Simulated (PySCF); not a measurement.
# C₇H₁₁NS: magnetic properties

What do calculations give for the magnetic properties of C₇H₁₁NS (`CSCn1ccc(C)c1`)?

Programs: PySCF 2.14.0, with routines of our own; each step states its level. All values are computed. Atoms count from 0.

## 1. The starting structure

20 atoms, charge 0, multiplicity 1; geometry from: GFN2-xTB.

## 2. Magnetic properties: GIAO HF/pcSseg-1

Job settings and geometry (Å):

```
{"job": {"kind": "mag", "xc": "HF", "basis": "pcSseg-1", "isotopologues": 0}, "charge": 0, "multiplicity": 1}
C      2.692008     0.916396     0.249990
S      2.841206    -0.822611     0.740164
C      1.420945    -1.511046    -0.220364
N      0.172925    -0.985480     0.190071
C     -0.506060    -1.340077     1.317048
C     -1.614592    -0.551357     1.423982
C     -1.615425     0.335205     0.319236
C     -2.641302     1.373472     0.016966
C     -0.495792     0.044700    -0.411147
H      1.707625     1.284050     0.526619
H      3.458226     1.459868     0.791722
H      2.856624     1.008445    -0.820441
H      1.598886    -1.287561    -1.273837
H      1.471835    -2.587267    -0.048683
H     -0.141307    -2.122833     1.952295
H     -2.352512    -0.592028     2.200774
H     -3.602530     0.908746    -0.202952
H     -2.338595     1.967614    -0.842258
H     -2.778150     2.035273     0.871482
H     -0.139162     0.477170    -1.326125
```

With the program's defaults for keys left out, this is: GIAO HF/pcSseg-1 magnetisability, rotational g tensor and spin-rotation constants, non-relativistic, gas phase.

Started as:

```console
OMP_NUM_THREADS=1 python excited_run.py task.json out
```

This one command runs all jobs of the session in turn.

Standard output:

```text
final grid: 160288 points
cycle   1  E = -723.2217977018  dE =  2.605e+00  |g| = 6.068e-01  |ddm| = 4.051e+00
cycle   2  E = -723.3244392677  dE = -1.026e-01  |g| = 3.268e-01  |ddm| = 9.365e-01
cycle   3  E = -723.3484471438  dE = -2.401e-02  |g| = 1.032e-01  |ddm| = 4.132e-01
cycle   4  E = -723.3517131349  dE = -3.266e-03  |g| = 2.862e-02  |ddm| = 1.576e-01
cycle   5  E = -723.3519351597  dE = -2.220e-04  |g| = 5.442e-03  |ddm| = 3.235e-02
cycle   6  E = -723.3519549100  dE = -1.975e-05  |g| = 2.153e-03  |ddm| = 1.360e-02
cycle   7  E = -723.3519584908  dE = -3.581e-06  |g| = 9.416e-04  |ddm| = 5.604e-03
cycle   8  E = -723.3519591298  dE = -6.390e-07  |g| = 3.131e-04  |ddm| = 2.322e-03
cycle   9  E = -723.3519592296  dE = -9.978e-08  |g| = 1.159e-04  |ddm| = 9.209e-04
cycle  10  E = -723.3519592408  dE = -1.120e-08  |g| = 4.290e-05  |ddm| = 3.016e-04
cycle  11  E = -723.3519592426  dE = -1.784e-09  |g| = 1.572e-05  |ddm| = 1.362e-04
cycle  12  E = -723.3519592428  dE = -1.901e-10  |g| = 4.185e-06  |ddm| = 4.991e-05
converged SCF energy = -723.3519592428

Magnetisability tensor (1e-30 J/T^2)
    -1704.37     -186.68     -225.55
     -186.68    -1780.40     -230.92
     -225.55     -230.92    -1601.19
isotropic -1695.32   principal values   -2129.21  -1555.45  -1401.30
isotropic susceptibility -102.095 1e-6 cm^3/mol

Inertial axes            a          b          c
rot. const./GHz      2.9473     0.8123     0.7203
chi total           -98.555    -98.202   -109.527
chi diamagnetic    -561.586  -1598.945  -1799.072
chi paramagnetic    463.031   1500.743   1689.544
quadrupole/D A       -6.994      6.774      0.220
g nuclear            0.6283     0.5660     0.5709
g electronic        -0.6411    -0.5727    -0.5717
g total             -0.0128    -0.0068    -0.0009

Spin-rotation constants (kHz, H = +C I.J)
atom  isotope        aa         bb         cc
  3    14N        0.379      0.078      0.048
  9     1H        0.026     -0.088     -0.068
 10     1H       -0.193     -0.069     -0.036
 11     1H       -0.326     -0.064     -0.005
 12     1H       -0.324     -0.036     -0.003
 13     1H       -0.273      0.026     -0.068
 14     1H       -0.180      0.030     -0.061
 15     1H       -0.054     -0.051     -0.021
 16     1H       -0.058     -0.062     -0.060
 17     1H       -0.309     -0.006     -0.053
 18     1H       -0.277     -0.079      0.008
 19     1H       -0.281      0.010     -0.025
  0    13C*       0.394      0.101      0.091
  1    33S*       0.670      0.225      0.157
  2    13C*       0.489      0.156      0.127
  4    13C*       0.852      0.298      0.182
  5    13C*       0.904      0.242      0.175
  6    13C*       1.031      0.267      0.146
  7    13C*       0.365      0.098      0.090
  8    13C*       0.800      0.301      0.179
* in the singly substituted isotopologue
```

Run time: 36 s. Hardware: 1 thread of Arm Neoverse V1, shared host; peak memory 0.97 GiB.

Key values:

```csv
quantity,value
magnetisability,-1695·10⁻³⁰ J/T²
molar susceptibility,-102.1·10⁻⁶ cm³/mol
"rotational g (a, b, c)","-0.0128, -0.0068, -0.0009"
```

The fields below are evaluated on a grid from the run's orbitals.

Frontier orbitals at HF/pcSseg-1, with the share of their density that lies nearest to each atom:

```
orbital  energy (eV)                                  lies on
   HOMO        -8.06  C4, C8 about 27 % each; C6 18 %; C5 6 %
   LUMO         4.09   H11, H12, H19 about 19 % each; H13 7 %
```

ELF in a plane through or near 7 of the atoms.

Ten even steps from '0' (0.00) to '9' (1.00):
```
0000000000000000000000000000
0000000000000000000000000000
0000000000000000000000000000
0000000000018960000000000000
0000000000059994000000000000
0000000000039994225640000000
0000133320006835658971000000
0003678775002528536850000000
0005897227204535535200000000
0005894636202201686000000000
0003576575100013664233100000
0000002666871035643799610000
0000014544997023201899820000
0000014655897000000477500000
0000002331342000000011000000
0000000000000000000000000000
0000000000000000000000000000
0000000000000000000000000000
0000000000000000000000000000
0000000000000000000000000000
```
The map spans 12.5 Å across and 10.4 Å up, centred on the molecule. Atoms in the plane (x, y in Å): C0 (-2.4, -1.3), S1 (-2.9, 0.5), C4 (0.3, 1.7), C5 (1.5, 1.2), H9 (-1.4, -1.4), H14 (-0.2, 2.6), H18 (3.2, -1.2).

On the surface of density 0.002 e/bohr³ the electrostatic potential runs, from the 1st to the 99th percentile, from -1.09 V near S1 to 1.23 V near H12.

## 3. Magnetic properties: GIAO HCTH407/3-21G

The job, as its differences from that of step 2:

```diff
@@ -1,2 +1,2 @@
-{"job": {"kind": "mag", "xc": "HF", "basis": "pcSseg-1", "isotopologues": 0}, "charge": 0, "multiplicity": 1}
+{"job": {"kind": "mag", "xc": "HCTH407", "basis": "3-21G"}, "charge": 0, "multiplicity": 1}
 C      2.692008     0.916396     0.249990
```

Method: GIAO HCTH407/3-21G magnetisability, rotational g tensor and spin-rotation constants, non-relativistic, gas phase.

Standard output:

```text
coarse grid: 17112 points
cycle   1  E = -722.4150910628  dE =  7.370e-01  |g| = 5.162e-01  |ddm| = 4.712e+00
cycle   2  E = -722.2848543135  dE =  1.302e-01  |g| = 8.574e-01  |ddm| = 1.889e+00
cycle   3  E = -722.4763897876  dE = -1.915e-01  |g| = 2.491e-01  |ddm| = 1.345e+00
cycle   4  E = -722.4932247383  dE = -1.683e-02  |g| = 3.065e-02  |ddm| = 3.380e-01
cycle   5  E = -722.4934111546  dE = -1.864e-04  |g| = 1.597e-02  |ddm| = 6.243e-02
cycle   6  E = -722.4934821366  dE = -7.098e-05  |g| = 2.933e-03  |ddm| = 2.440e-02
cycle   7  E = -722.4934839046  dE = -1.768e-06  |g| = 1.460e-03  |ddm| = 4.365e-03
final grid: 160288 points
cycle   8  E = -722.5484350796  dE = -4.786e-05  |g| = 1.036e-02  |ddm| = 3.915e-02
cycle   9  E = -722.5483970526  dE =  3.803e-05  |g| = 1.529e-02  |ddm| = 3.373e-02
cycle  10  E = -722.5484638600  dE = -6.681e-05  |g| = 2.077e-03  |ddm| = 2.234e-02
cycle  11  E = -722.5484650052  dE = -1.145e-06  |g| = 4.661e-04  |ddm| = 2.781e-03
cycle  12  E = -722.5484650639  dE = -5.870e-08  |g| = 1.773e-04  |ddm| = 8.553e-04
cycle  13  E = -722.5484650724  dE = -8.434e-09  |g| = 4.323e-05  |ddm| = 2.503e-04
cycle  14  E = -722.5484650728  dE = -4.661e-10  |g| = 2.002e-05  |ddm| = 8.229e-05
converged SCF energy = -722.5484650728

Magnetisability tensor (1e-30 J/T^2)
    -1694.84     -157.15     -204.13
     -157.15    -1746.76     -208.48
     -204.13     -208.48    -1614.01
isotropic -1685.20   principal values   -2067.29  -1563.51  -1424.81
isotropic susceptibility -101.485 1e-6 cm^3/mol

Inertial axes            a          b          c
rot. const./GHz      2.9473     0.8123     0.7203
chi total           -98.613    -97.084   -108.760
chi diamagnetic    -558.588  -1595.311  -1795.593
chi paramagnetic    459.975   1498.228   1686.833
quadrupole/D A       -6.361      6.326      0.035
g nuclear            0.6283     0.5660     0.5709
g electronic        -0.6369    -0.5718    -0.5708
g total             -0.0086    -0.0058     0.0001

Spin-rotation constants (kHz, H = +C I.J)
atom  isotope        aa         bb         cc
  3    14N        0.306      0.067      0.042
  9     1H        0.018     -0.093     -0.073
 10     1H       -0.216     -0.075     -0.041
 11     1H       -0.361     -0.069     -0.008
 12     1H       -0.349     -0.038     -0.006
 13     1H       -0.300      0.025     -0.071
 14     1H       -0.192      0.017     -0.069
 15     1H       -0.073     -0.060     -0.031
 16     1H       -0.078     -0.069     -0.065
 17     1H       -0.333     -0.012     -0.059
 18     1H       -0.305     -0.086      0.006
 19     1H       -0.290     -0.002     -0.036
  0    13C*       0.352      0.082      0.082
  1    33S*       0.630      0.221      0.154
  2    13C*       0.419      0.148      0.111
  4    13C*       0.694      0.225      0.146
  5    13C*       0.762      0.195      0.141
  6    13C*       0.837      0.207      0.126
  7    13C*       0.314      0.086      0.080
  8    13C*       0.661      0.231      0.148
* in the singly substituted isotopologue
```

Run time: 22 s. Hardware: 1 thread of Arm Neoverse V1, shared host; peak memory 0.48 GiB.

Key values:

```csv
quantity,value
magnetisability,-1685·10⁻³⁰ J/T²
molar susceptibility,-101.5·10⁻⁶ cm³/mol
"rotational g (a, b, c)","-0.0086, -0.0058, 0.0001"
```

## 4. The levels compared

| level | ξ (10⁻³⁰ J/T²) | g(a) | g(b) | gap (eV) | functions | time |
| --- | --- | --- | --- | --- | --- | --- |
| GIAO HF/pcSseg-1 | -1695 | -0.0128 | -0.0068 | 12.15 | 215 | 36 s |
| GIAO HCTH407/3-21G | -1685 | -0.0086 | -0.0058 | 4.81 | 107 | 22 s |

## 5. Summary of results

```
                                         quantity                      value
       magnetisability (step 2, GIAO HF/pcSseg-1)           -1695·10⁻³⁰ J/T²
  molar susceptibility (step 2, GIAO HF/pcSseg-1)        -102.1·10⁻⁶ cm³/mol
rotational g (a, b, c) (step 2, GIAO HF/pcSseg-1)  -0.0128, -0.0068, -0.0009
            surface potential, 1st and 99th percentile         -1.09 V and 1.23 V
                  magnetisability over the levels  -1695 to -1685·10⁻³⁰ J/T²
```

What this shows: The magnetisability spreads by 0.6 % over 2 levels, from GIAO HF/pcSseg-1 (36 s) to GIAO HCTH407/3-21G (22 s); the runs took 22 s to 36 s. Two levels can agree by chance, so this spread shows no convergence. Vibrational averaging and real surroundings are missing from these values.
